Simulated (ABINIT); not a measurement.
# Ga3Se (Pm-3m) in ABINIT: notebook

One crystal, Ga3Se, is run at these levels: PBEsol, LDA, r2SCAN, PBE; tasks: band structure.

All numbers are computed with ABINIT 10.8.3 (patched build); they aren't measurements. Logs are shortened: lines on timing, memory, paths and dates and some standing lists are left out, and cuts for length are marked. The log counts tension as positive stress, the text compression.

**1. The structure**

It takes space group Pm-3m (No. 221, cubic). The conventional cell has a = 4.432 Å, b = 4.432 Å, c = 4.432 Å, α = 90.00°, β = 90.00°, γ = 90.00°. Around Se (site symmetry m-3m) lie 12 Ga at 3.13 Å. Ga (site symmetry 4/mmm) is surrounded by 4 Se at 3.13 Å and 8 Ga at 3.13 Å.

The cell comes from a database or a generator and needn't be the stable form of this composition.

**2. Band structure, PBEsol**

run.abi

```
# Datasets: ground state, then fixed potential
ndtset 2

# Pseudopotentials
pp_dirpath "./"
pseudos "Se.upf, Ga.upf"

# Structure
acell 3*1.0 Angstrom
rprim
     4.4324650000     0.0000000000     0.0000000000
     0.0000000000     4.4324650000     0.0000000000
     0.0000000000     0.0000000000     4.4324650000
ntypat 2
znucl 34 31
natom 4
typat 1 2 2 2
xred
     0.0000000000     0.0000000000     0.0000000000
     0.5000000000     0.5000000000     0.0000000000
     0.5000000000     0.0000000000     0.5000000000
     0.0000000000     0.5000000000     0.5000000000

# Plane-wave basis
ecut 43.0

# Exchange and correlation
ixc -116133

# Bands and occupations
occopt 3
tsmear 0.00183747

# SCF cycle
nstep 100

# Output
iomode 3
prtwf 0
prteig 0
prtebands 0
enunit 1
prtden1 1

# Dataset 1
kptopt1 1
ngkpt1 6 6 6
nshiftk1 1
shiftk1 0.0 0.0 0.0
nband1 33
tolvrs1 1.0e-10

# Dataset 2: bands along G-X-M-G-R-X
iscf2 -2
getden2 1
nband2 39
nbdbuf2 4
tolwfr2 1.0e-11
kptopt2 -5
ndivsm2 8
prteig2 1
kptbounds2
     0.0000000000     0.0000000000     0.0000000000
     0.0000000000     0.5000000000     0.0000000000
     0.5000000000     0.5000000000     0.0000000000
     0.0000000000     0.0000000000     0.0000000000
     0.5000000000     0.5000000000     0.5000000000
     0.0000000000     0.5000000000     0.0000000000
```

Potentials or basis: PseudoDojo NC SR PBEsol v0.4.1 standard.

On the command line:

```
abinit run.abi > log 2>&1
```

run.abo:

```text
.Version 10.8.3 of ABINIT
 DATASET    1 : space group Pm -3 m (#221); Bravais cP (primitive cubic)
================================================================================
 Values of the parameters that define the memory need for DATASET  1.
     intxc =       0    ionmov =       0      iscf =       7    lmnmax =       6
     lnmax =       6     mgfft =      50  mpssoang =       3    mqgrid =    3001
     natom =       4  nloc_mem =       1    nspden =       1   nspinor =       1
    nsppol =       1      nsym =      48    n1xccc =    2501    ntypat =       2
    occopt =       3   xclevel =       2
       mpw =        7967          nfft =      125000          nkpt =          20
================================================================================
================================================================================

 DATASET    2 : space group Pm -3 m (#221); Bravais cP (primitive cubic)
================================================================================
 Values of the parameters that define the memory need for DATASET  2.
     intxc =       0    ionmov =       0      iscf =      -2    lmnmax =       6
     lnmax =       6     mgfft =      50  mpssoang =       3    mqgrid =    3001
     natom =       4  nloc_mem =       1    nspden =       1   nspinor =       1
    nsppol =       1      nsym =      48    n1xccc =    2501    ntypat =       2
    occopt =       3   xclevel =       2
       mpw =        7963          nfft =      125000          nkpt =          53
================================================================================
================================================================================

--------------------------------------------------------------------------------
------------- Echo of variables that govern the present computation ------------
--------------------------------------------------------------------------------
 -outvars: echo values of preprocessed input variables --------
            acell      1.8897261259E+00  1.8897261259E+00  1.8897261259E+00 Bohr
              amu      7.89600000E+01  6.97230000E+01
             ecut      4.30000000E+01 Hartree
           enunit           1
           getden1          0
           getden2          1
             iscf1          7
             iscf2         -2
                       outvar_i_n : Printing only first  50 k-points.
              ixc     -116133
           jdtset        1    2
                       outvar_i_n : Printing only first  50 k-points.
           kptopt1          1
[... 989 lines left out ...]
       0.500000000000      0.000000000000      0.500000000000
       0.000000000000      0.500000000000      0.500000000000

 cartesian coordinates (angstrom) at end:
    1      0.00000000000000     0.00000000000000     0.00000000000000
    2      2.21623250000000     2.21623250000000     0.00000000000000
    3      2.21623250000000     0.00000000000000     2.21623250000000
    4      0.00000000000000     2.21623250000000     2.21623250000000
 length scales=  1.889726125908  1.889726125908  1.889726125908 bohr
              =  1.000000000000  1.000000000000  1.000000000000 angstroms
 Eigenvalues (   eV  ) for nkpt=  53  k points:
 kpt#   1, nband= 39, wtk=  1.00000, kpt=  0.0000  0.0000  0.0000 (reduced coord)
 -43.28308  -43.28308  -43.28261  -43.28261  -43.28261  -10.36125  -10.33463  -10.33463
 -10.33463  -10.27093  -10.27093  -10.19270  -10.19270  -10.19270  -10.14822  -10.14822
 -10.12108  -10.09352  -10.09352  -10.09352   -8.82713   -2.85440    0.93341    0.93341
   0.93341    1.81127    1.81127    6.26273    6.26273    6.26273    9.04930    9.04930
   9.04930   10.61113   11.71230   11.71230   11.81492   11.81492   11.81492
 kpt#   2, nband= 39, wtk=  1.00000, kpt=  0.0000  0.0625  0.0000 (reduced coord)
 -43.28308  -43.28308  -43.28261  -43.28261  -43.28261  -10.35878  -10.33421  -10.33266
 -10.33266  -10.27064  -10.26951  -10.19309  -10.19293  -10.19293  -10.14948  -10.14818
 -10.12216  -10.09597  -10.09597  -10.09352   -8.81538   -2.88309    0.64191    0.95847
   0.95847    1.83060    2.17307    6.17968    6.21738    6.21738    8.79935    8.92465
   8.92465   10.75145   11.77221   11.84054   12.02554   12.06274   12.06274
 kpt#   3, nband= 39, wtk=  1.00000, kpt=  0.0000  0.1250  0.0000 (reduced coord)
 -43.28308  -43.28307  -43.28261  -43.28261  -43.28261  -10.35158  -10.33300  -10.32681
 -10.32681  -10.26979  -10.26535  -10.19425  -10.19361  -10.19361  -10.15329  -10.14807
 -10.12536  -10.10314  -10.10314  -10.09352   -8.78116   -2.97035    0.21323    1.03252
   1.03252    1.88754    2.79628    5.99181    6.07143    6.07143    8.25598    8.68408
[... 287 lines left out ...]
   1.88105    2.38993    2.83634    5.17949    5.25655    6.17204    7.33800    8.27925
   9.02598    9.96601   10.24396   10.98697   13.57157   14.54966   14.66819
 kpt#  52, nband= 39, wtk=  1.00000, kpt=  0.0455  0.5000  0.0455 (reduced coord)
 -43.28308  -43.28303  -43.28262  -43.28262  -43.28261  -10.32080  -10.27649  -10.25059
 -10.24682  -10.24391  -10.21792  -10.21591  -10.21306  -10.21247  -10.20499  -10.18303
 -10.18019  -10.16523  -10.14673  -10.09574   -8.45376   -3.82713   -0.70426    1.79971
   2.01748    2.29504    3.31936    4.64793    4.69057    5.90505    8.21715    8.56176
   8.87345    9.59899   10.62008   10.89775   13.25367   14.02559   14.42122
 kpt#  53, nband= 39, wtk=  1.00000, kpt=  0.0000  0.5000  0.0000 (reduced coord)
 -43.28308  -43.28303  -43.28262  -43.28262  -43.28261  -10.32264  -10.27722  -10.25153
 -10.24327  -10.24327  -10.21873  -10.21483  -10.21415  -10.21415  -10.20413  -10.18183
 -10.18183  -10.16522  -10.14636  -10.09349   -8.46522   -3.85844   -0.62384    1.87455
   1.87455    2.49290    3.61654    4.38500    4.38500    5.80621    8.63405    8.82379
   8.82379    9.20099   10.86785   10.86785   13.06029   13.89840   14.29147

== END DATASET(S) ==============================================================
================================================================================

 -outvars: echo values of variables after computation  --------
            acell      1.8897261259E+00  1.8897261259E+00  1.8897261259E+00 Bohr
           etotal1    -3.5016498276E+02
            fcart1    -0.0000000000E+00 -0.0000000000E+00 -0.0000000000E+00
                      -0.0000000000E+00 -0.0000000000E+00 -0.0000000000E+00
                      -0.0000000000E+00 -0.0000000000E+00 -0.0000000000E+00
                      -0.0000000000E+00 -0.0000000000E+00 -0.0000000000E+00
            rprim      4.4324650000E+00  0.0000000000E+00  0.0000000000E+00
                       0.0000000000E+00  4.4324650000E+00  0.0000000000E+00
                       0.0000000000E+00  0.0000000000E+00  4.4324650000E+00
           strten1     1.2243291657E-04  1.2243291657E-04  1.2243291657E-04
                       0.0000000000E+00  0.0000000000E+00  0.0000000000E+00
           xangst      0.0000000000E+00  0.0000000000E+00  0.0000000000E+00
                       2.2162325000E+00  2.2162325000E+00  0.0000000000E+00
                       2.2162325000E+00  0.0000000000E+00  2.2162325000E+00
                       0.0000000000E+00  2.2162325000E+00  2.2162325000E+00
             xred      0.0000000000E+00  0.0000000000E+00  0.0000000000E+00
                       5.0000000000E-01  5.0000000000E-01  0.0000000000E+00
                       5.0000000000E-01  0.0000000000E+00  5.0000000000E-01
                       0.0000000000E+00  5.0000000000E-01  5.0000000000E-01
 Calculation completed.
```

It took 9.5 min on 1 thread of Arm Neoverse V2, shared host; peak memory 0.32 GiB.

What came out:

* Free energy: -9528.4746 eV
* Pressure: -3.6 GPa
* Band gap on the k mesh: none (metal or under the smearing width)
* Valence electrons inside the program's atomic spheres: Se 13.15; Ga 10.74

Levels at the corners of the path, in eV from the Fermi level:
```tsv
point	band 25	band 26	band 27	band 28	band 29	band 30
Γ	-3.72	-2.84	-2.84	1.61	1.61	1.61
X	-2.78	-2.16	-1.03	-0.27	-0.27	1.15
M	-2.14	-0.81	-0.70	-0.70	1.36	1.65
Γ	-3.72	-2.84	-2.84	1.61	1.61	1.61
R	-4.87	-4.87	-4.87	-3.49	3.97	3.97
X	-2.78	-2.16	-1.03	-0.27	-0.27	1.15
```

**3. Band structure, LDA**

Edit run.abi of step 2 so:

```diff
@@ -5,3 +5,3 @@
 pp_dirpath "./"
-pseudos "Se.upf, Ga.upf"
+pseudos "Se.LDA_PW-JTH.xml, Ga.LDA_PW-JTH.xml"
 
@@ -24,6 +24,7 @@
 # Plane-wave basis
-ecut 43.0
+ecut 17.0
+pawecutdg 34.0
 
 # Exchange and correlation
-ixc -116133
+ixc 7
 
@@ -49,4 +50,4 @@
 shiftk1 0.0 0.0 0.0
-nband1 33
-tolvrs1 1.0e-10
+nband1 27
+tolvrs1 1.0e-9
 
@@ -55,3 +56,3 @@
 getden2 1
-nband2 39
+nband2 33
 nbdbuf2 4
```

Potentials or basis: JTH PAW LDA v2.0.

On the command line:

```
abinit run.abi > log 2>&1
```

run.abo:

```text
.Version 10.8.3 of ABINIT
 DATASET    1 : space group Pm -3 m (#221); Bravais cP (primitive cubic)
================================================================================
 Values of the parameters that define the memory need for DATASET  1.
     intxc =       0    ionmov =       0      iscf =      17    lmnmax =      18
     lnmax =       6     mgfft =      32  mpssoang =       3    mqgrid =    3001
     natom =       4  nloc_mem =       2    nspden =       1   nspinor =       1
    nsppol =       1      nsym =      48    n1xccc =       1    ntypat =       2
    occopt =       3   xclevel =       1
       mpw =        1982          nfft =       32768          nkpt =          20
 PAW method is used; the additional fine FFT grid is defined by:
   mgfftf=        45    nfftf =     91125
================================================================================
================================================================================

 DATASET    2 : space group Pm -3 m (#221); Bravais cP (primitive cubic)
================================================================================
 Values of the parameters that define the memory need for DATASET  2.
     intxc =       0    ionmov =       0      iscf =      -2    lmnmax =      18
     lnmax =       6     mgfft =      32  mpssoang =       3    mqgrid =    3001
     natom =       4  nloc_mem =       2    nspden =       1   nspinor =       1
    nsppol =       1      nsym =      48    n1xccc =       1    ntypat =       2
    occopt =       3   xclevel =       1
       mpw =        1986          nfft =       32768          nkpt =          53
 PAW method is used; the additional fine FFT grid is defined by:
   mgfftf=        45    nfftf =     91125
================================================================================
================================================================================

--------------------------------------------------------------------------------
------------- Echo of variables that govern the present computation ------------
--------------------------------------------------------------------------------
 -outvars: echo values of preprocessed input variables --------
            acell      1.8897261259E+00  1.8897261259E+00  1.8897261259E+00 Bohr
              amu      7.89600000E+01  6.97230000E+01
             ecut      1.70000000E+01 Hartree
           enunit           1
[... 1011 lines left out ...]
  11.04556
 kpt#   2, nband= 33, wtk=  1.00000, kpt=  0.0000  0.0625  0.0000 (reduced coord)
 -11.31507  -11.29743  -11.29598  -11.29598  -11.24341  -11.24231  -11.16812  -11.16791
 -11.16791  -11.10957  -11.10828  -11.09599  -11.05868  -11.05868  -11.05621   -9.70015
  -3.81380   -0.23228    0.11967    0.11967    0.84480    1.22100    5.29591    5.33092
   5.33092    7.88782    8.00974    8.00974    9.97529   10.94317   11.07151   11.18963
  11.28486
 kpt#   3, nband= 33, wtk=  1.00000, kpt=  0.0000  0.1250  0.0000 (reduced coord)
 -11.30810  -11.29622  -11.29026  -11.29026  -11.24252  -11.23821  -11.16937  -11.16848
 -11.16848  -11.11333  -11.10818  -11.09921  -11.06587  -11.06587  -11.05624   -9.66616
  -3.89615   -0.68249    0.19362    0.19362    0.89976    1.85977    5.11588    5.18855
   5.18855    7.35869    7.77722    7.77722   10.31989   11.11207   11.14845   11.82471
[... 287 lines left out ...]
   5.32038    6.42747    7.35698    8.12112    9.01233    9.34317   10.05181   12.80623
  13.77866
 kpt#  52, nband= 33, wtk=  1.00000, kpt=  0.0455  0.5000  0.0455 (reduced coord)
 -11.28310  -11.24262  -11.21632  -11.21585  -11.21292  -11.19148  -11.18016  -11.17868
 -11.17566  -11.17145  -11.15237  -11.14911  -11.13789  -11.10734  -11.05850   -9.34209
  -4.71717   -1.65059    0.96240    1.17416    1.28990    2.47033    3.76612    3.82131
   5.05749    7.29743    7.63149    7.96787    8.64143    9.70181    9.96346   12.48953
  13.25934
 kpt#  53, nband= 33, wtk=  1.00000, kpt=  0.0000  0.5000  0.0000 (reduced coord)
 -11.28500  -11.24322  -11.21755  -11.21237  -11.21237  -11.19210  -11.18011  -11.17666
 -11.17666  -11.17345  -11.15091  -11.15091  -11.13831  -11.10688  -11.05621   -9.35330
  -4.74836   -1.57540    1.03676    1.03676    1.47363    2.76753    3.51753    3.51753
   4.96006    7.70280    7.91798    7.91798    8.22335    9.93383    9.93383   12.29937
  13.13230

== END DATASET(S) ==============================================================
================================================================================

 -outvars: echo values of variables after computation  --------
            acell      1.8897261259E+00  1.8897261259E+00  1.8897261259E+00 Bohr
           etotal1    -2.4757120253E+02
            fcart1    -0.0000000000E+00 -0.0000000000E+00 -0.0000000000E+00
                      -0.0000000000E+00 -0.0000000000E+00 -0.0000000000E+00
                      -0.0000000000E+00 -0.0000000000E+00 -0.0000000000E+00
                      -0.0000000000E+00 -0.0000000000E+00 -0.0000000000E+00
            rprim      4.4324650000E+00  0.0000000000E+00  0.0000000000E+00
                       0.0000000000E+00  4.4324650000E+00  0.0000000000E+00
                       0.0000000000E+00  0.0000000000E+00  4.4324650000E+00
           strten1     1.7407470318E-04  1.7407470318E-04  1.7407470318E-04
                       0.0000000000E+00  0.0000000000E+00  0.0000000000E+00
           xangst      0.0000000000E+00  0.0000000000E+00  0.0000000000E+00
                       2.2162325000E+00  2.2162325000E+00  0.0000000000E+00
                       2.2162325000E+00  0.0000000000E+00  2.2162325000E+00
                       0.0000000000E+00  2.2162325000E+00  2.2162325000E+00
             xred      0.0000000000E+00  0.0000000000E+00  0.0000000000E+00
                       5.0000000000E-01  5.0000000000E-01  0.0000000000E+00
                       5.0000000000E-01  0.0000000000E+00  5.0000000000E-01
                       0.0000000000E+00  5.0000000000E-01  5.0000000000E-01
 Calculation completed.
```

Run time: 73 s. Hardware: 1 thread of Arm Neoverse V2, shared host; peak memory 0.13 GiB.

What came out:

```
Free energy                                           : -6736.7556 eV
Pressure                                              : -5.1 GPa
Band gap on the k mesh                                : none (metal or under the smearing width)
Valence electrons inside the program's atomic spheres : Se 3.86; Ga 10.97
```

Levels at the corners of the path, in eV from the Fermi level:
| point | band 20 | band 21 | band 22 | band 23 | band 24 | band 25 |
| --- | --- | --- | --- | --- | --- | --- |
| Γ | -3.67 | -2.94 | -2.94 | 1.61 | 1.61 | 1.61 |
| X | -2.73 | -2.29 | -1.00 | -0.25 | -0.25 | 1.19 |
| M | -2.09 | -0.80 | -0.74 | -0.74 | 1.32 | 1.66 |
| Γ | -3.67 | -2.94 | -2.94 | 1.61 | 1.61 | 1.61 |
| R | -4.81 | -4.81 | -4.81 | -3.44 | 3.94 | 3.94 |
| X | -2.73 | -2.29 | -1.00 | -0.25 | -0.25 | 1.19 |

**4. Band structure, r2SCAN**

Edit run.abi of step 3 so:

```diff
@@ -5,3 +5,3 @@
 pp_dirpath "./"
-pseudos "Se.LDA_PW-JTH.xml, Ga.LDA_PW-JTH.xml"
+pseudos "Se.GGA_PBE-JTH.xml, Ga.GGA_PBE-JTH.xml"
 
@@ -24,7 +24,9 @@
 # Plane-wave basis
-ecut 17.0
-pawecutdg 34.0
+ecut 20.0
+pawecutdg 40.0
 
 # Exchange and correlation
-ixc 7
+ixc -497498
+usekden 1
+pawxcdev 0
 
@@ -44,2 +46,3 @@
 prtden1 1
+prtkden1 1
 
@@ -51,3 +54,3 @@
 nband1 27
-tolvrs1 1.0e-9
+tolvrs1 1.0e-7
 
@@ -56,2 +59,3 @@
 getden2 1
+getkden2 1
 nband2 33
```

Potentials or basis: JTH PAW PBE v2.0.

On the command line:

```
abinit run.abi > log 2>&1
```

It took 5.1 min on 1 thread of Arm Neoverse V2, shared host; peak memory 0.22 GiB.

It converged, with:

```
Free energy                                           : -5873.9898 eV
Pressure                                              : -1.6 GPa
Band gap on the k mesh                                : none (metal or under the smearing width)
Valence electrons inside the program's atomic spheres : Se 3.84; Ga 10.92
```

Levels at the corners of the path, in eV from the Fermi level:
| point | band 20 | band 21 | band 22 | band 23 | band 24 | band 25 |
| --- | --- | --- | --- | --- | --- | --- |
| Γ | -3.95 | -2.84 | -2.84 | 1.62 | 1.62 | 1.62 |
| X | -2.99 | -2.15 | -1.14 | -0.29 | -0.29 | 1.41 |
| M | -2.34 | -0.74 | -0.74 | -0.64 | 1.47 | 1.78 |
| Γ | -3.95 | -2.84 | -2.84 | 1.62 | 1.62 | 1.62 |
| R | -5.07 | -5.07 | -5.07 | -3.73 | 4.18 | 4.18 |
| X | -2.99 | -2.15 | -1.14 | -0.29 | -0.29 | 1.41 |

Caveat: totals of a meta-GGA on PAW files have another zero than those of a GGA; the PAW data sets were made with another functional, which shifts forces and pressure a little.

**5. Band structure, PBE**

Edit run.abi of step 4 so:

```diff
@@ -24,9 +24,8 @@
 # Plane-wave basis
-ecut 20.0
-pawecutdg 40.0
+ecut 17.0
+pawecutdg 34.0
+pawxcdev 0
 
 # Exchange and correlation
-ixc -497498
-usekden 1
-pawxcdev 0
+ixc 11
 
@@ -46,3 +45,2 @@
 prtden1 1
-prtkden1 1
 
@@ -54,3 +52,3 @@
 nband1 27
-tolvrs1 1.0e-7
+tolvrs1 1.0e-9
 
@@ -59,3 +57,2 @@
 getden2 1
-getkden2 1
 nband2 33
```

On the command line:

```
abinit run.abi > log 2>&1
```

Run time: 76 s. Hardware: 1 thread of Arm Neoverse V2, shared host; peak memory 0.15 GiB.

The run converged. Its results:

```
Free energy                                           : -6716.2386 eV
Pressure                                              : -0.7 GPa
Band gap on the k mesh                                : none (metal or under the smearing width)
Valence electrons inside the program's atomic spheres : Se 3.86; Ga 10.95
```

Levels at the corners of the path, in eV from the Fermi level:
```csv
point,band 20,band 21,band 22,band 23,band 24,band 25
Γ,-3.72,-2.85,-2.85,1.60,1.60,1.60
X,-2.79,-2.17,-1.05,-0.26,-0.26,1.18
M,-2.16,-0.78,-0.71,-0.71,1.35,1.66
Γ,-3.72,-2.85,-2.85,1.60,1.60,1.60
R,-4.86,-4.86,-4.86,-3.49,3.96,3.96
X,-2.79,-2.17,-1.05,-0.26,-0.26,1.18
```

**6. Overview**

| level | potentials or basis | cutoff (eV) | fine-grid cutoff | gap on the mesh (eV) | pressure (GPa) |
| --- | --- | --- | --- | --- | --- |
| PBEsol | PseudoDojo NC SR PBEsol v0.4.1 standard | 1170 | - | none | -3.6 |
| LDA | JTH PAW LDA v2.0 | 463 | 925.187 eV | none | -5.1 |
| r2SCAN | JTH PAW PBE v2.0 | 544 | 1088.46 eV | none | -1.6 |
| PBE | JTH PAW PBE v2.0 | 463 | 925.187 eV | none | -0.7 |

Alike in all rows: task band structure; no spin polarisation; cell as given; k mesh 6 × 6 × 6; smearing fermi-dirac 0.05 eV.

Caveats: totals of a meta-GGA on PAW files have another zero than those of a GGA (some runs); the PAW data sets were made with another functional, which shifts forces and pressure a little (some runs).

Total energies depend on the potentials used, so only differences within one code and one set of settings carry meaning.
